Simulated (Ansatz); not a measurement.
# C2H8S2Si: how energies converge with the basis set

How large a basis does C2H8S2Si need? Two functionals and correlated methods are run in growing sets.

The runs use Ansatz 0.2.0, Gaussian basis; one geometry, several basis sets.

Plan: PBE0-D4/def2-SVP; ωB97M-V/def2-SVP; PBE0-D4/def2-QZVPP; ωB97M-V/def2-QZVPP; CCSD(T)/cc-pV(D+d)Z; CCSD(T)/cc-pV(T+d)Z; MP2/cc-pV(Q+d)Z; the functionals' def2-TZVPP values are taken from earlier runs.

## Step 1: The relaxed structure

An earlier PBE0-D4 in a triple-zeta def2 set relaxation fixed the geometry.

SMILES `C[SiH2]SSC`, 13 atoms, charge 0, spin multiplicity 1.

Atoms are counted from 1 here; the program's logs count them from 0.

Bond lengths: C1–Si2 1.861 Å, C1–H6 1.092 Å, C1–H7 1.092 Å, C1–H8 1.093 Å, Si2–S3 2.149 Å, Si2–H9 1.489 Å, Si2–H10 1.488 Å, S3–S4 2.059 Å, S4–C5 1.800 Å, C5–H11 1.090 Å, C5–H12 1.093 Å, C5–H13 1.089 Å. Angles: Si2–C1–H6 110.7°, Si2–C1–H7 110.2°, Si2–C1–H8 110.3°, H6–C1–H7 108.6°, H6–C1–H8 108.6°, H7–C1–H8 108.4°, C1–Si2–S3 112.0°, C1–Si2–H9 111.4°, C1–Si2–H10 110.8°, S3–Si2–H9 104.9°, S3–Si2–H10 108.5°, H9–Si2–H10 109.1°, Si2–S3–S4 97.1°, S3–S4–C5 102.0°, S4–C5–H11 110.9°, S4–C5–H12 106.0°, S4–C5–H13 110.7°, H11–C5–H12 109.3° and more.

## Step 2: PBE0-D4 in def2-SVP

File in.yaml:

```yaml
crystal:
  periodic: [false, false, false]
  atoms:
    - {symbol: C, position_ang: [-1.936500, 1.002326, 0.794818]}
    - {symbol: Si, position_ang: [-0.283443, 1.360429, 0.018557]}
    - {symbol: S, position_ang: [1.327978, 0.428709, 1.091607]}
    - {symbol: S, position_ang: [0.782969, -1.523052, 0.724138]}
    - {symbol: C, position_ang: [1.668527, -1.876233, -0.802981]}
    - {symbol: H, position_ang: [-1.978674, 1.396685, 1.811944]}
    - {symbol: H, position_ang: [-2.109845, -0.074973, 0.830738]}
    - {symbol: H, position_ang: [-2.737554, 1.461731, 0.209367]}
    - {symbol: H, position_ang: [0.027802, 2.816446, 0.048579]}
    - {symbol: H, position_ang: [-0.248285, 0.884881, -1.390669]}
    - {symbol: H, position_ang: [1.334002, -1.221714, -1.607543]}
    - {symbol: H, position_ang: [1.429775, -2.911748, -1.057286]}
    - {symbol: H, position_ang: [2.743549, -1.778288, -0.656469]}
basis:
  gaussian: {orbitals: def2-SVP}
hamiltonian: {xc: pbe0, dispersion: d4}
output: {orbitals: {seedname: orbitals}}
```

Started as:

```
> ansatz run in.yaml --threads 2 --pin off --events-out ev --progress --plain --max-ram 32768MiB --backend cpu
```

The runs that follow: ωB97M-V in def2-SVP; PBE0-D4 in def2-QZVPP; ωB97M-V in def2-QZVPP; CCSD(T) in cc-pV(D+d)Z; CCSD(T) in cc-pV(T+d)Z; MP2 in cc-pV(Q+d)Z.

Before running them: what should the planned runs give, taken together? Wanted: MP2 correlation recovered, cc-pV(D+d)Z; MP2 correlation recovered, cc-pV(T+d)Z; MP2 correlation recovered, cc-pV(Q+d)Z; CCSD(T) limit from def2 sets; PBE0-D4: double and triple zeta above quadruple; ωB97M-V: double and triple zeta above quadruple.

**Answer**, as computed:

```
                                                                 quantity           value
                                   MP2 correlation recovered, cc-pV(D+d)Z          69.9 %
                                   MP2 correlation recovered, cc-pV(T+d)Z          88.5 %
                                   MP2 correlation recovered, cc-pV(Q+d)Z          95.2 %
CCSD(T) limit from def2 sets (earlier runs) less the limit of this series        -157 meV
                          PBE0-D4: double and triple zeta above quadruple  13.98, 1.06 eV
                          ωB97M-V: double and triple zeta above quadruple  14.07, 1.01 eV
```

For PBE0-D4 the step from double to triple zeta gains 12.92 eV and the next only 1.06 eV. In cc-pV(D+d)Z MP2 holds 70 % of its limit, in cc-pV(Q+d)Z 95 %, while Hartree-Fock is within 0.128 eV in the largest set. A limit from the def2 sets, made apart, differs by 157 meV, a least measure of the doubt on such a limit. These are total energies; as a rule much of such shifts cancels in differences, which this series doesn't test. The LUMO of ωB97M-V is positive and keeps falling with the basis (1.74 to 1.13 eV): an unbound level that the basis holds in place.
